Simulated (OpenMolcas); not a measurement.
# Tc³⁺ among point charges: CASSCF and CASPT2 levels and susceptibility

Aim: the splitting of the states of Tc³⁺ in the field of 6 point charges, its lowest levels with spin-orbit coupling and its magnetic susceptibility.

The numbers are computed with OpenMolcas 26.06 (state-averaged CASSCF and CASPT2, spin-orbit coupling by RASSI with atomic mean-field integrals), except any that are marked as measured or tabulated.

## 1. The system

```
Species                           : Tc³⁺ (technetium, Z = 43, 40 electrons)
Basis                             : ANO-RCC-VDZP [6s5p3d1f], 43 functions
Scalar Hamiltonian                : DKH2, point nucleus
Inactive shells                   : 1s 2s 2p 3s 3p 3d 4s 4p
Active space                      : 4 electrons in 5 orbitals (4d)
Some configurations of this space : 4d4
Orbitals                          : optimised for each spin and parity, averaged over all roots
```

Outer shells as boxes (Hund's rule):

4d4
```
4d [↑ ][↑ ][↑ ][↑ ][  ]
```

The ion sits among 6 point charges of -0.85 e arranged as an octahedron (Oh), 2.24 Å from the ion.

The work runs as a chain of OpenMolcas steps in one folder; each step below is one input file. Labels, J, g values, rates, χT and fits are worked out afterwards by a script from the matrices that RASSI stores. The input lists half of the charges; inversion (Group=XYZ) makes the rest.

## 2. Basis and integrals

File a.inp:

```
&GATEWAY
Coord
1

Tc 0.0 0.0 0.0
Basis=ANO-RCC-VDZP
Group=XYZ
NoMove
AngMom=0.0 0.0 0.0
AMFI
XField
3 Angstrom 0
2.240000 0.000000 0.000000 -0.850000
0.000000 2.240000 0.000000 -0.850000
0.000000 0.000000 2.240000 -0.850000
&SEWARD
```

The run is started by

```console
$ OMP_NUM_THREADS=1 MOLCAS_MEM=1689 MOLCAS_PROJECT=a pymolcas a.inp > a.log
```

## 3. Reference wave functions, quintets of even parity, 5 roots

File a.inp:

```
&RASSCF
FileOrb=start.orb
Symmetry=1
Spin=5
nActEl=4 0 0
Inactive=9 9
Ras2=5 0
CIRoot=5 5 1
SDav=5
CIMx=300
Iter=120 100
PrWF=0.3
OrbListing=Nothing
MaxOrb=0
>>> COPY $Project.JobIph JOB001
```

start.orb holds the contracted functions of the basis, ordered by shell, or the orbitals of the step before.

## 4. Reference wave functions, triplets of even parity, 45 roots

File a.inp:

```
&RASSCF
FileOrb=start.orb
Symmetry=1
Spin=3
nActEl=4 0 0
Inactive=9 9
Ras2=5 0
CIRoot=45 45 1
SDav=45
CIMx=300
Iter=120 100
PrWF=0.3
OrbListing=Nothing
MaxOrb=0
>>> COPY $Project.JobIph JOB002
```

## 5. CASSCF: singlets of even parity, 50 roots

File a.inp:

```
&RASSCF
FileOrb=start.orb
Symmetry=1
Spin=1
nActEl=4 0 0
Inactive=9 9
Ras2=5 0
CIRoot=50 50 1
SDav=50
CIMx=300
Iter=120 100
PrWF=0.3
OrbListing=Nothing
MaxOrb=0
>>> COPY $Project.JobIph JOB003
```

## 6. State interaction with spin-orbit coupling

File a.inp:

```
&RASSI
NrOfJobIphs=3 5 45 50
1 2 3 4 5
1 2 3 4 5 6 7 8 9 10 11 12 13 14 15 16 17 18 19 20 21 22 23 24 25 26 27
28 29 30 31 32 33 34 35 36 37 38 39 40 41 42 43 44 45
1 2 3 4 5 6 7 8 9 10 11 12 13 14 15 16 17 18 19 20 21 22 23 24 25 26 27
28 29 30 31 32 33 34 35 36 37 38 39 40 41 42 43 44 45 46 47 48 49 50
IphNames
JOB001
JOB002
JOB003
EJob
SpinOrbit
DIPRint=1.0
SOCoupling=1000.0
Subsets=2
Property=9
'ANGMOM' 1 'ANGMOM' 2 'ANGMOM' 3 'MLTPL  1' 1 'MLTPL  1' 2 'MLTPL  1' 3
'AMFI' 1 'AMFI' 2 'AMFI' 3
SOProperty=3
'ANGMOM' 1 'ANGMOM' 2 'ANGMOM' 3
```

## 7. CASPT2: IPEA 0.25, imaginary shift 0.1 (closed shells correlated: 4s 4p)

File a.inp:

```
>>> COPY JOB001 $Project.JobIph
&CASPT2
Multistate=5 1 2 3 4 5
NoMult
Frozen=8 6
IPEA=0.25
Imaginary=0.1
MaxIter=60
WThr=0.0 0.3 0.05
PrWF=0.5
NoMix
>>> COPY JOB002 $Project.JobIph
&CASPT2
Multistate=45 1 2 3 4 5 6 7 8 9 10 11 12 13 14 15 16 17 18 19 20 21 22
23 24 25 26 27 28 29 30 31 32 33 34 35 36 37 38 39 40 41 42 43 44 45
NoMult
Frozen=8 6
IPEA=0.25
Imaginary=0.1
MaxIter=60
WThr=0.0 0.3 0.05
PrWF=0.5
NoMix
>>> COPY JOB003 $Project.JobIph
&CASPT2
Multistate=50 1 2 3 4 5 6 7 8 9 10 11 12 13 14 15 16 17 18 19 20 21 22
23 24 25 26 27 28 29 30 31 32 33 34 35 36 37 38 39 40 41 42 43 44 45 46
47 48 49 50
NoMult
Frozen=8 6
IPEA=0.25
Imaginary=0.1
MaxIter=60
WThr=0.0 0.3 0.05
PrWF=0.5
NoMix
```

(Steps that only read results are left out.)

Q: Predict the outcome of this session. Wanted: spin-free ground state; first state of the same spin within the active space; lowest level; next level.

The runs gave:

| quantity | value |
| --- | --- |
| method | SS-CASPT2, IPEA 0.25, imaginary shift 0.1 (closed shells correlated: 4s 4p) |
| spin-free ground state | 5E, 2-fold in its orbital part |
| first state of the same spin within the active space | 5T2 at 2960 cm⁻¹ |
| lowest level | 1-fold A1 |
| next level | 224.1 cm⁻¹ |
| χT at 300 K | 1.68 cm³ K/mol |
| effective moment at 300 K | 3.66 μB |

Cost by method:

| method | time of its own steps | time with the reference |
| --- | --- | --- |
| A. CASSCF | 26 s | 26 s |
| B. SS-CASPT2, IPEA 0.25, imaginary shift 0.1, +4s 4p | 7.1 s | 33 s |

Times are of one thread on a shared host.

**Reading.** The spin-free ground state (5E) comes to 100 % from free-ion D terms and keeps the highest spin of the shell. χT at 300 K is 1.68, against 3.01 cm³ K/mol for the spin alone, so spin-orbit coupling lowers it. An active space of the d shell alone favours high spin; real ions in strong fields can be low spin. CASPT2 does not keep the components of a term degenerate, and the means are used. An orbital doublet at a regular site is open to a Jahn-Teller distortion, which this geometry leaves out. The field of point charges can differ much from that of real complexes. With metal d orbitals alone active, the gaps between spin states are rough; where two lie within a few thousand cm-1, their order is open. Point charges carry no covalency, so the field is a model and not that of real ligands.
